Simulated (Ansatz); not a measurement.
# ClH₄OSi₂ radical: how energies converge with the basis set

One table from this session's results is given with a row withheld; the runs are named, their logs left out.

Program: Ansatz 0.2.0, Gaussian basis. Level of theory: one geometry, several basis sets. These are calculated values, not measurements.

The runs, in order: PBE0-D4/def2-SVP; ωB97M-V/def2-SVP; PBE0-D4/def2-QZVPP; ωB97M-V/def2-QZVPP; the functionals' def2-TZVPP values are taken from earlier runs.

### Structure used throughout

All runs share one geometry, relaxed beforehand with PBE0-D4 in a triple-zeta def2 set.

SMILES `O[Si]([SiH3])Cl`, 8 atoms, charge 0, spin multiplicity 2.

Atoms are counted from 1 here; the program's logs count them from 0.

Bond lengths: O1–Si2 1.646 Å, O1–H5 0.960 Å, Si2–Si3 2.353 Å, Si2–Cl4 2.079 Å, Si3–H6 1.486 Å, Si3–H7 1.488 Å, Si3–H8 1.485 Å. Angles: Si2–O1–H5 118.3°, O1–Si2–Si3 107.7°, O1–Si2–Cl4 109.1°, Si3–Si2–Cl4 109.3°, Si2–Si3–H6 108.5°, Si2–Si3–H7 111.9°, Si2–Si3–H8 107.2°, H6–Si3–H7 109.8°, H6–Si3–H8 109.5°, H7–Si3–H8 109.9°.

The first run:

in.yaml

```yaml
crystal:
  periodic: [false, false, false]
  atoms:
    - {symbol: O, position_ang: [-0.248436, 0.296907, -1.978513]}
    - {symbol: Si, position_ang: [-0.430888, -0.734942, -0.709379]}
    - {symbol: Si, position_ang: [-0.075238, 0.491466, 1.266605]}
    - {symbol: Cl, position_ang: [0.993682, -2.242208, -0.847539]}
    - {symbol: H, position_ang: [-0.083400, -0.074855, -2.848130]}
    - {symbol: H, position_ang: [-1.107766, 1.556440, 1.353834]}
    - {symbol: H, position_ang: [1.281567, 1.100513, 1.303964]}
    - {symbol: H, position_ang: [-0.237420, -0.450423, 2.403457]}
basis:
  gaussian: {orbitals: def2-SVP}
magnetization: {spin_polarized: true, initial_magnetization: 1}
hamiltonian: {xc: pbe0, dispersion: d4}
output: {orbitals: {seedname: orbitals}}
```

Among the steps run: PBE0-D4 in def2-SVP; ωB97M-V in def2-SVP; PBE0-D4 in def2-QZVPP; ωB97M-V in def2-QZVPP.

One of the session's tables, all rows but one given; the rest of the session is left out.

It belongs to the step «Functionals by basis». 

```
functional       basis  HOMO (eV)  LUMO (eV)
   PBE0-D4    def2-SVP      -5.78      -2.46
   PBE0-D4  def2-TZVPP      -5.90      -2.51
   PBE0-D4  def2-QZVPP      -5.94      -2.57
   ωB97M-V    def2-SVP      -7.45      -0.77
   ωB97M-V  def2-TZVPP          ?          ?
   ωB97M-V  def2-QZVPP      -7.65      -1.00
```

Estimate the missing values for ωB97M-V, def2-TZVPP.

The run gave: HOMO (eV): -7.60; LUMO (eV): -0.90. In the column «HOMO (eV)» it lies between ωB97M-V, def2-QZVPP (-7.65) and ωB97M-V, def2-SVP (-7.45).
